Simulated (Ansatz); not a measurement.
**BH2IMg (SMILES [MgH][BH]I): a relaxed scan of the bond length B2–H5**

One table from this session's results is given with a row withheld; the runs are named, their logs left out.

The runs use Ansatz 0.2.0, Gaussian basis; single points in def2-TZVPP.

Levels: PBE-D4, r2SCAN-D4, PBE0-D4, B3LYP-D4, wB97M-V, Hartree-Fock, MP2, CCSD, CCSD(T). The scan takes 1.053, 1.095, 1.156, 1.227, 1.306, 1.391, 1.481, 1.576, 1.675 Å.

Cores are frozen in the correlated methods. Filled d shells of the heavier atoms are correlated. Core potentials replace the inner electrons past krypton, and spin-orbit coupling is left out. The outer core shell of Li, Na, Mg and K is correlated. B3LYP uses VWN-RPA correlation.

18 further runs of the same task are left out: 18 set aside as unsound or not needed.

## Where the work starts

5 atoms, charge 0, spin multiplicity 1.

Atoms are counted from 1 here; the program's logs count them from 0.

Bond lengths: Mg1–B2 2.111 Å, Mg1–I3 3.179 Å, Mg1–H4 1.680 Å, B2–I3 2.146 Å, B2–H5 1.176 Å. Angles: B2–Mg1–I3 42.1°, B2–Mg1–H4 147.4°, I3–Mg1–H4 105.3°, Mg1–B2–I3 96.6°, Mg1–B2–H5 152.8°, I3–B2–H5 110.6°, Mg1–I3–B2 41.3°.

Geometry (Å):

| atom | x (Å) | y (Å) | z (Å) |
| --- | --- | --- | --- |
| Mg1 | -1.1337 | 0.3796 | -0.6029 |
| B2 | 0.3420 | -0.9308 | 0.1472 |
| I3 | 1.6408 | 0.5847 | 0.9357 |
| H4 | -1.6421 | 1.9669 | -0.8139 |
| H5 | 0.7931 | -2.0004 | 0.3339 |

The first run:

relax/in.yaml

```yaml
crystal:
  periodic: [false, false, false]
  atoms:
    - {symbol: Mg, position_ang: [-1.133740, 0.379650, -0.602910]}
    - {symbol: B, position_ang: [0.341960, -0.930790, 0.147200]}
    - {symbol: I, position_ang: [1.640840, 0.584680, 0.935720]}
    - {symbol: H, position_ang: [-1.642140, 1.966880, -0.813880]}
    - {symbol: H, position_ang: [0.793080, -2.000430, 0.333870]}
basis:
  gaussian: {orbitals: def2-TZVP}
hamiltonian: {xc: pbe0, dispersion: d4}
relax: {f_tol: 0.005, max_steps: 200}
```

The command line of these runs was not kept.

Steps of the session up to this table: Finding the minimum; The minimum at every level; B2–H5 = 1.053 Å; B2–H5 = 1.095 Å; B2–H5 = 1.156 Å; B2–H5 = 1.227 Å; B2–H5 = 1.306 Å; B2–H5 = 1.391 Å; B2–H5 = 1.481 Å; B2–H5 = 1.576 Å; B2–H5 = 1.675 Å.

One table of the session follows, with a row left open; its other results are not shown here.

It belongs to the step «The curves». Energies less that of the minimum at the same level (meV):

| bond length (Å) | PBE-D4 | PBE0-D4 | B3LYP-D4 | wB97M-V | Hartree-Fock |
| --- | --- | --- | --- | --- | --- |
| 1.053 | 320 | 303 | 276 | 275 | 277 |
| 1.095 | 153 | 139 | 122 | 121 | 120 |
| 1.156 | 25 | 19 | 13 | 12 | 10 |
| 1.197 (minimum) | 0 | 0 | 0 | 0 | 0 |
| 1.227 | 6 | 11 | 15 | 16 | 19 |
| 1.306 | 98 | 116 | 128 | 132 | 146 |
| 1.391 | ? | ? | ? | ? | ? |
| 1.481 | 523 | 580 | 583 | 628 | 681 |
| 1.576 | 822 | 901 | 900 | 960 | 1042 |
| 1.675 | 1149 | 1253 | 1245 | 1317 | 1431 |

**Question.** Estimate the row for bond length (Å) = 1.391.

Worked estimate for «PBE-D4». A straight line through the neighbours (1.306, 98) and (1.481, 523) gives 98 + (523 − 98) × (1.391 − 1.306) / (1.481 − 1.306) = 304; a parabola fitted to 4 rows on both sides gives 277.

**Answer.** PBE-D4: 280; PBE0-D4: 315; B3LYP-D4: 328; wB97M-V: 345; Hartree-Fock: 375. In «PBE-D4» the line misses by +24 and the parabola by -3.

To keep in mind: A polynomial through the near points puts the CCSD(T) minimum 0.003 Å below the PBE0-D4 value.
